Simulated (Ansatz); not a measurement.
# H6N2Si2: two geometries relaxed

Aim: relax the geometries before and after the inversion of the pyramid at N1, and see whether they are two minima and how far apart in energy. SMILES of the start: N[SiH]1N[SiH2]1.

All numbers below are computed with Ansatz 0.2.0 (RKS B3LYP/def2-SVP).

### Step 1. The system as given

Bond lengths: N1–Si2 1.642 Å, Si2–N3 1.592 Å, N3–Si4 1.678 Å, N1–H5 1.051 Å, N1–H6 1.002 Å, Si2–H7 1.475 Å, N3–H8 0.990 Å, Si4–H9 1.475 Å, Si4–H10 1.419 Å. Angles: N1–Si2–N3 90.9°, N1–Si2–H7 109.9°, N3–Si2–H7 99.3°, Si2–N1–H5 107.5°, Si2–N1–H6 110.4°, H5–N1–H6 100.8°, Si2–N3–Si4 122.4°, Si2–N3–H8 110.8°, Si4–N3–H8 108.7°, N3–Si4–H9 109.6°, N3–Si4–H10 112.1°, H9–Si4–H10 115.4°.

Coordinates:

```xyz
10

N    -1.4536   -0.0311   -1.2760
Si    0.1420   -0.3705   -1.0904
N     0.0270   -0.1696    0.4846
Si    1.1646    0.6940    1.3654
H    -1.5950    0.9779   -1.0184
H    -1.9923   -0.4841   -0.5626
H     0.3524   -1.8297   -1.1304
H    -0.1360   -1.0341    0.9392
H     1.1289    2.1132    0.9638
H     2.4450    0.0829    1.3278
```

### Step 2. Relaxing end A

input.yaml reads:

```yaml
crystal:
  periodic: [false, false, false]
  atoms:
    - { symbol: "N", position_ang: [-1.4536, -0.0311, -1.276] }
    - { symbol: Si, position_ang: [0.142, -0.3705, -1.0904] }
    - { symbol: "N", position_ang: [0.027, -0.1696, 0.4846] }
    - { symbol: Si, position_ang: [1.1646, 0.694, 1.3654] }
    - { symbol: H, position_ang: [-1.595, 0.9779, -1.0184] }
    - { symbol: H, position_ang: [-1.9923, -0.4841, -0.5626] }
    - { symbol: H, position_ang: [0.3524, -1.8297, -1.1304] }
    - { symbol: H, position_ang: [-0.136, -1.0341, 0.9392] }
    - { symbol: H, position_ang: [1.1289, 2.1132, 0.9638] }
    - { symbol: H, position_ang: [2.445, 0.0829, 1.3278] }
basis:
  gaussian: { orbitals: def2-SVP }
hamiltonian:
  xc: b3lyp
relax:
  f_tol: 0.015
  max_steps: 40
```

Command:

```console
ansatz run input.yaml --threads 1 --pin off --max-ram 2048MiB --backend cpu --events-out ev --progress --plain --runs-dir out
```

What it wrote (excerpt; [...] marks lines left out):

```text
Warning: RAYON_NUM_THREADS=1 ignored (pool sized by the plan → 1); use --threads N
[...]
Functional definition: B3LYP
[...]
990 factors; integrals over basis functions are off by at most 6.4e-4 eV
[...]
mean field -18822.60684118 eV, -691.7180429922 hartree, gradient 7.3e-5 eV, S^2 0.000000; 0 other end points of the search recorded, 0 dependent functions left out
[...]
reference -18822.60709422 eV, -691.7180522913 hartree; 24, 24 occupied and 70, 70 virtual orbitals, 990 factors
relax step   1: F+E_penalty+E_count = -18822.60684118 eV  Δ(F+E_penalty+E_count) = +0.000e0 eV  max|allowed force component| = 7.445e0 eV/Å  Δτ_max = 0.0000 Å  (31 SCF iters, accepted)
[...]
relax step   4: F+E_penalty+E_count = -18826.04035694 eV  Δ(F+E_penalty+E_count) = -7.953e-1 eV  max|allowed force component| = 2.577e0 eV/Å  Δτ_max = 0.1973 Å  (30 SCF iters, accepted)
[...]
relax step   7: F+E_penalty+E_count = -18827.10496715 eV  Δ(F+E_penalty+E_count) = -2.100e-1 eV  max|allowed force component| = 3.707e-1 eV/Å  Δτ_max = 0.2000 Å  (27 SCF iters, accepted)
[...]
relax step  10: F+E_penalty+E_count = -18827.25661785 eV  Δ(F+E_penalty+E_count) = -3.275e-2 eV  max|allowed force component| = 2.615e-1 eV/Å  Δτ_max = 0.1999 Å  (27 SCF iters, accepted)
[...]
relax step  11: F+E_penalty+E_count = -18827.26592857 eV  Δ(F+E_penalty+E_count) = -9.311e-3 eV  max|allowed force component| = 2.240e-1 eV/Å  Δτ_max = 0.2000 Å  (28 SCF iters, accepted)
[...]
relax step  12: F+E_penalty+E_count = -18827.27314082 eV  Δ(F+E_penalty+E_count) = -7.212e-3 eV  max|allowed force component| = 1.714e-1 eV/Å  Δτ_max = 0.0395 Å  (25 SCF iters, accepted)
[...]
990 factors; integrals over basis functions are off by at most 8.9e-4 eV
[...]
```

### Step 3. The output, continued: end point A relaxed

Output, continued (excerpt; [...] marks lines left out):

```text
mean field -18827.27086357 eV, -691.8894426537 hartree, gradient 3.0e-5 eV, S^2 0.000000; 0 other end points of the search recorded, 0 dependent functions left out
[...]
reference -18827.27113737 eV, -691.8894527155 hartree; 24, 24 occupied and 70, 70 virtual orbitals, 990 factors
relax step  13: F+E_penalty+E_count = -18827.27086357 eV  Δ(F+E_penalty+E_count) = +2.277e-3 eV  max|allowed force component| = 4.611e-1 eV/Å  Δτ_max = 0.0233 Å  (25 SCF iters, rejected (line search))
[...]
relax step  15: F+E_penalty+E_count = -18827.27809773 eV  Δ(F+E_penalty+E_count) = -3.328e-3 eV  max|allowed force component| = 1.160e-1 eV/Å  Δτ_max = 0.1000 Å  (29 SCF iters, accepted)
[...]
relax step  17: F+E_penalty+E_count = -18827.28583611 eV  Δ(F+E_penalty+E_count) = -6.333e-3 eV  max|allowed force component| = 5.418e-2 eV/Å  Δτ_max = 0.0488 Å  (25 SCF iters, accepted)
[...]
Atom 0 at    -1.590028     0.028766    -1.187396 Å, force    -0.000273     0.002651     0.000904 eV/Å
Atom 1 at    -0.069111    -0.484351    -0.561208 Å, force     0.002336    -0.007516    -0.001402 eV/Å
Atom 2 at     0.155618    -0.512293     1.155239 Å, force    -0.000043     0.002314     0.001232 eV/Å
Atom 3 at     1.414880     0.652760     0.721413 Å, force     0.002425     0.000296     0.003146 eV/Å
Atom 4 at    -2.034013     0.896602    -0.905509 Å, force    -0.001328    -0.000992    -0.000860 eV/Å
Atom 5 at    -1.910184    -0.287449    -2.096942 Å, force    -0.000196     0.000596    -0.000751 eV/Å
Atom 6 at     0.276425    -1.692342    -1.364433 Å, force    -0.001609     0.001721    -0.000141 eV/Å
Atom 7 at    -0.204112    -0.970370     1.988204 Å, force    -0.000688    -0.000146    -0.000658 eV/Å
Atom 8 at     1.215012     2.050703     1.220683 Å, force    -0.000821     0.000262     0.000042 eV/Å
Atom 9 at     2.828513     0.266874     1.032950 Å, force     0.000197     0.000814    -0.001512 eV/Å
Dipole moment:    -0.336415     0.021915    -0.129054 e Å
```

Wall time 83 s (1 thread of Arm Neoverse V1, shared host); peak memory 0.19 GiB.

The steps of the relaxation:

```csv
step,energy from step 1 (eV),largest force component (eV/Å)
1,0.0000,7.4447
2,-1.7590,3.4145
3,-2.6382,2.0603
4,-3.4335,2.5773
5,-3.9627,1.3807
6,-4.2882,0.8870
7,-4.4981,0.3707
8,-4.5687,0.2407
9,-4.6170,0.1715
10,-4.6498,0.2615
11,-4.6591,0.2240
12,-4.6663,0.1714
13x,-4.6640,0.4611
14,-4.6679,0.0777
15,-4.6713,0.1160
16,-4.6727,0.3014
17,-4.6790,0.0542
18,-4.6792,0.1055
19,-4.6803,0.0324
20,-4.6803,0.0274
21,-4.6804,0.0075
```

Step 1 is the start. 1 step was tried and not accepted (marked x).

After: Bond lengths: N1–Si2 1.723 Å, Si2–N3 1.731 Å, Si2–Si4 2.267 Å, N3–Si4 1.770 Å, N1–H5 1.015 Å, N1–H6 1.015 Å, Si2–H7 1.491 Å, N3–H8 1.016 Å, Si4–H9 1.498 Å, Si4–H10 1.498 Å. Angles (14 of 18 angles, heavy atoms first): N1–Si2–N3 118.7°, N1–Si2–Si4 129.3°, N3–Si2–Si4 50.4°, Si2–N3–Si4 80.7°, Si2–Si4–N3 48.9°, N1–Si2–H7 104.5°, N3–Si2–H7 119.4°, Si4–Si2–H7 124.0°, Si2–N1–H5 122.7°, Si2–N1–H6 120.8°, Si2–N3–H8 140.7°, Si4–N3–H8 138.5°, Si2–Si4–H9 124.7°, Si2–Si4–H10 127.3°.

Pairs that crossed the distance rule for bonds on the way: came closer Si2–Si4.

### Step 4. End point B

The second end starts from a geometry with the move made by hand.

Edit input.yaml of step 2 so:

```diff
@@ -7,4 +7,4 @@
     - { symbol: Si, position_ang: [1.1646, 0.694, 1.3654] }
-    - { symbol: H, position_ang: [-1.595, 0.9779, -1.0184] }
-    - { symbol: H, position_ang: [-1.9923, -0.4841, -0.5626] }
+    - { symbol: H, position_ang: [-1.55914, 0.51956, -2.16486] }
+    - { symbol: H, position_ang: [-1.9627, -0.86236, -1.50875] }
     - { symbol: H, position_ang: [0.3524, -1.8297, -1.1304] }
```

Command:

```console
ansatz run input.yaml --threads 1 --pin off --max-ram 2048MiB --backend cpu --events-out ev --progress --plain --runs-dir out
```

What it wrote (excerpt; [...] marks lines left out):

```text
Warning: RAYON_NUM_THREADS=1 ignored (pool sized by the plan → 1); use --threads N
[...]
[... 1 set-up line as earlier in the session ...]
[...]
989 factors; integrals over basis functions are off by at most 6.2e-4 eV
[...]
mean field -18822.71641037 eV, -691.7220695858 hartree, gradient 5.8e-5 eV, S^2 0.000000; 0 other end points of the search recorded, 0 dependent functions left out
[...]
reference -18822.71667375 eV, -691.7220792648 hartree; 24, 24 occupied and 70, 70 virtual orbitals, 989 factors
relax step   1: F+E_penalty+E_count = -18822.71641037 eV  Δ(F+E_penalty+E_count) = +0.000e0 eV  max|allowed force component| = 6.917e0 eV/Å  Δτ_max = 0.0000 Å  (30 SCF iters, accepted)
[...]
relax step   5: F+E_penalty+E_count = -18826.62924514 eV  Δ(F+E_penalty+E_count) = -5.300e-1 eV  max|allowed force component| = 1.126e0 eV/Å  Δτ_max = 0.1949 Å  (28 SCF iters, accepted)
[...]
Total energy: -18827.28747791 eV, -691.8900532193 hartree
Atom 0 at    -1.421815    -0.177895    -1.584877 Å, force     0.005530    -0.001949     0.001027 eV/Å
Atom 1 at     0.001520    -0.623305    -0.722277 Å, force     0.002473     0.001755    -0.000211 eV/Å
Atom 2 at     0.010369    -0.471953     1.002454 Å, force     0.010038     0.000655    -0.002636 eV/Å
Atom 3 at     1.328936     0.641753     0.611109 Å, force    -0.009213    -0.001126     0.003489 eV/Å
Atom 4 at    -1.882910     0.717332    -1.460598 Å, force    -0.002185     0.000090     0.004025 eV/Å
Atom 5 at    -1.636045    -0.597920    -2.483226 Å, force    -0.002224    -0.000124    -0.009802 eV/Å
Atom 6 at     0.429409    -1.907898    -1.346920 Å, force    -0.004406    -0.001968     0.001654 eV/Å
Atom 7 at    -0.454145    -0.843505     1.826534 Å, force    -0.002722     0.002456     0.003090 eV/Å
Atom 8 at     1.085456     2.084347     0.932467 Å, force     0.001866    -0.000937     0.001840 eV/Å
Atom 9 at     2.687687     0.291343     1.135725 Å, force     0.000844     0.001147    -0.002476 eV/Å
Dipole moment:    -0.316910     0.005458    -0.171657 e Å
```

Run time: 69 s. Hardware: 1 thread of Arm Neoverse V1, shared host; peak memory 0.19 GiB.

The steps of the relaxation:

```csv
step,energy from step 1 (eV),largest force component (eV/Å)
1,0.0000,6.9170
2,-1.7937,3.2157
3,-2.6443,2.2045
4,-3.3828,2.7238
5,-3.9128,1.1256
6,-4.1978,0.9645
7,-4.3879,0.2526
8,-4.4367,0.3583
9,-4.4643,1.1520
10,-4.5220,0.2248
11,-4.5480,0.2804
12x,-4.5455,0.3397
13,-4.5603,0.1956
14,-4.5663,0.2912
15,-4.5700,0.0842
16,-4.5705,0.0423
17,-4.5708,0.0100
```

Step 1 is the start. 1 step was tried and not accepted (marked x).

After: Bond lengths: N1–Si2 1.723 Å, Si2–N3 1.731 Å, Si2–Si4 2.267 Å, N3–Si4 1.770 Å, N1–H5 1.015 Å, N1–H6 1.015 Å, Si2–H7 1.491 Å, N3–H8 1.016 Å, Si4–H9 1.498 Å, Si4–H10 1.498 Å. Angles (14 of 18 angles, heavy atoms first): N1–Si2–N3 118.7°, N1–Si2–Si4 129.3°, N3–Si2–Si4 50.4°, Si2–N3–Si4 80.7°, Si2–Si4–N3 48.9°, N1–Si2–H7 104.5°, N3–Si2–H7 119.4°, Si4–Si2–H7 124.0°, Si2–N1–H5 122.8°, Si2–N1–H6 120.7°, Si2–N3–H8 140.7°, Si4–N3–H8 138.6°, Si2–Si4–H9 124.6°, Si2–Si4–H10 127.3°.

Pairs that crossed the distance rule for bonds on the way: came closer Si2–Si4.

### Step 5. Results

```
                           quantity                     value
                              end A  19 moves, 4.680 eV lower
                              end B  15 moves, 4.571 eV lower
largest difference between the ends                    0.01 Å
            end B relative to end A                 +0.000 eV
```

In words: Both starts fell into the same minimum (no atom differs by more than 0.01 Å), so from this start no second minimum was found and no band was run; another arrangement could still be one.
